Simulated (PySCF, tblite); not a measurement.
# C₅H₉AlO₃: geometry, infrared bands and NMR shifts

Wanted: the infrared bands and NMR shifts of C₅H₉AlO₃ (`CC[O][Al@H-]1[O]C=CC=[O+]1`), by calculation.

Programs: tblite 0.8.0 and PySCF 2.14.0, with density-fitted response routines of our own. Each step states its level of theory. These are calculated values for one molecule in the gas phase, unless marked as measured. Atoms count from 0, in the outputs and in this text.

## (1) The starting structure

18 atoms, charge 0, multiplicity 1; geometry from: force field or distance geometry start.

Bonds of the start (Å): C0–C1 1.54, C1–O2 1.39, O2–Al3 1.87, Al3–O4 1.85, O4–C5 1.39, C5–C6 1.35, C6–C7 1.49, C7–O8 1.27, O8–Al3 1.84, C0–H9 1.11, C0–H10 1.10, C0–H11 1.11, C1–H12 1.12, C1–H13 1.12, Al3–H14 1.59, C5–H15 1.08, C6–H16 1.09, C7–H17 1.08.

## (2) Optimising the geometry with GFN2-xTB

What the job is given:

```
{"job": {"kind": "relax", "xc": "GFN2-xTB", "basis": "xTB"}, "charge": 0, "multiplicity": 1}
C      2.970600    -0.177300     0.924300
C      1.522800    -0.060000     0.421900
O      1.536100     0.475500    -0.861700
Al    -0.213700     0.633500    -1.505700
O     -1.054000    -1.012000    -1.411200
C     -2.064500    -1.258900    -0.482100
C     -2.564000    -0.322100     0.344400
C     -2.150900     1.111200     0.390400
O     -1.227600     1.611900    -0.316500
H      2.970800    -0.604300     1.954000
H      3.543600    -0.837400     0.249100
H      3.430100     0.827600     0.951200
H      0.963400     0.593000     1.147100
H      1.086100    -1.086200     0.431200
H     -0.253300     1.247600    -2.968600
H     -2.461600    -2.261400    -0.411200
H     -3.346800    -0.625100     1.034800
H     -2.695700     1.750700     1.063600
```

Command:

```
$ OMP_NUM_THREADS=1 python probes_run.py task.json out
```

This one command runs all jobs of the session in turn.

**Question.** This job is followed by: GFN2-xTB harmonic vibrations, gas phase; GIAO PBE0/pcSseg-1 NMR shielding, non-relativistic, gas phase. Predict these results of the whole session: strongest single infrared mode (GFN2-xTB); zero-point energy (GFN2-xTB); 13C shifts against TMS (PBE0/pcSseg-1); 1H shifts against TMS (PBE0/pcSseg-1, means over atoms taken as alike); 17O shifts against H2O (PBE0/pcSseg-1); 27Al shifts against AlH4- (PBE0/pcSseg-1).

**Answer**, as computed:

```
                                                              quantity                                         value
                             strongest single infrared mode (GFN2-xTB)                         1470 cm⁻¹, 491 km/mol
                                          zero-point energy (GFN2-xTB)                                 82.4 kcal/mol
                                13C shifts against TMS (PBE0/pcSseg-1)           190.3, 190.2, 110.0, 64.9, 23.8 ppm
1H shifts against TMS (PBE0/pcSseg-1, means over atoms taken as alike)  8.51, 8.50, 5.79, 4.42, 4.41, 3.43, 1.32 ppm
                                17O shifts against H2O (PBE0/pcSseg-1)                        323.4, 323.2, 59.0 ppm
                             27Al shifts against AlH4- (PBE0/pcSseg-1)                                      -9.7 ppm
```

Relaxing lowered the energy by 1.739 eV in 89 steps; the close pair that moved most is O2–Al3, from 1.871 to 1.650 Å. All 48 modes are real, so the xTB geometry is a minimum. The strongest single mode, at 1470 cm⁻¹, moves mainly C6. Unscaled tight-binding wavenumbers are off by several per cent, some by more. Its intensities can rank the bands wrongly. The most deshielded carbon is C7 (aldehyde carbonyl carbon), at 190.3 ppm: the double bond to the heteroatom, with no lone-pair donor beside it, deshields it most.
